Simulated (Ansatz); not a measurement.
# Ni2Ge: the cost of one run

Computed with Ansatz 0.2.0 (DFT r2SCAN, scalar-relativistic, plane waves, PAW, unless a step's input says otherwise).

### 1 Starting point

It takes space group P6_3/mmc (No. 194, hexagonal). The conventional cell has a = 3.980 Å, b = 3.980 Å, c = 5.024 Å, α = 90.00°, β = 90.00°, γ = 120.00°. Around Ni (site symmetry -6m2) lie 5 Ge at 2.30 to 2.51 Å and 6 Ni at 2.62 Å. Ni (site symmetry -3m) is surrounded by 8 Ni at 2.51 to 2.62 Å and 6 Ge at 2.62 Å. Around Ge (site symmetry -6m2) lie 11 Ni at 2.30 to 2.62 Å.

As a file:

```cif
data_structure
_symmetry_space_group_name_H-M 'P6_3/mmc'
_symmetry_Int_Tables_number 194
_cell_length_a 3.9798
_cell_length_b 3.9798
_cell_length_c 5.0239
_cell_angle_alpha 90.000
_cell_angle_beta 90.000
_cell_angle_gamma 120.000
_cell_volume 68.91
loop_
_atom_site_label
_atom_site_type_symbol
_atom_site_symmetry_multiplicity
_atom_site_Wyckoff_symbol
_atom_site_fract_x
_atom_site_fract_y
_atom_site_fract_z
_atom_site_occupancy
Ni1 Ni 2 d 0.66667 0.33333 0.25000 1
Ni2 Ni 2 a 0.00000 0.00000 0.00000 1
Ge1 Ge 2 c 0.66667 0.33333 0.75000 1
```

Source of the structure: the Materials Project (structure only).

(A quick probe on a coarse mesh, which set the mesh and smearing, is not shown.)

### 3 The relaxation

input.yaml

```yaml
crystal:
  lattice:
    - [3.9798102787, 0.0, 0.0]
    - [-1.9899051393, 3.4466168036, 0.0]
    - [0.0, 0.0, 5.02387811]
  atoms:
    - { symbol: Ni, position: [0.66666667, 0.33333333, 0.25] }
    - { symbol: Ni, position: [0.33333333, 0.66666667, 0.75] }
    - { symbol: Ni, position: [0.0, 0.0, 0.0] }
    - { symbol: Ni, position: [0.0, 0.0, 0.5] }
    - { symbol: Ge, position: [0.66666667, 0.33333333, 0.75] }
    - { symbol: Ge, position: [0.33333333, 0.66666667, 0.25] }
basis:
  ecutwfc: 500
kpoints:
  mp_grid: { grid: [12, 12, 8] }
hamiltonian:
  xc: r2scan
scf:
  occupations: { method: gaussian, width: 0.1 }
output:
  forces: true
  stress: true
  eigenvalues: true
  write_density: true
  write_potential: true
  elf: true
  volumetric_format: npy
relax:
  adjacent_minimum: "off"
  f_tol: 0.005
  max_steps: 80
  cell: { stress_tol: 0.05 }
```

Run with:

```sh
> ansatz run input.yaml --threads 4 --pin off --max-ram 10240MiB --backend cpu --events-out ev --progress --plain --runs-dir out
```

What time and memory should one allow on 4 threads of an x86-64 CPU, shared host?

About 2.1 min, with a peak of 0.87 GiB.
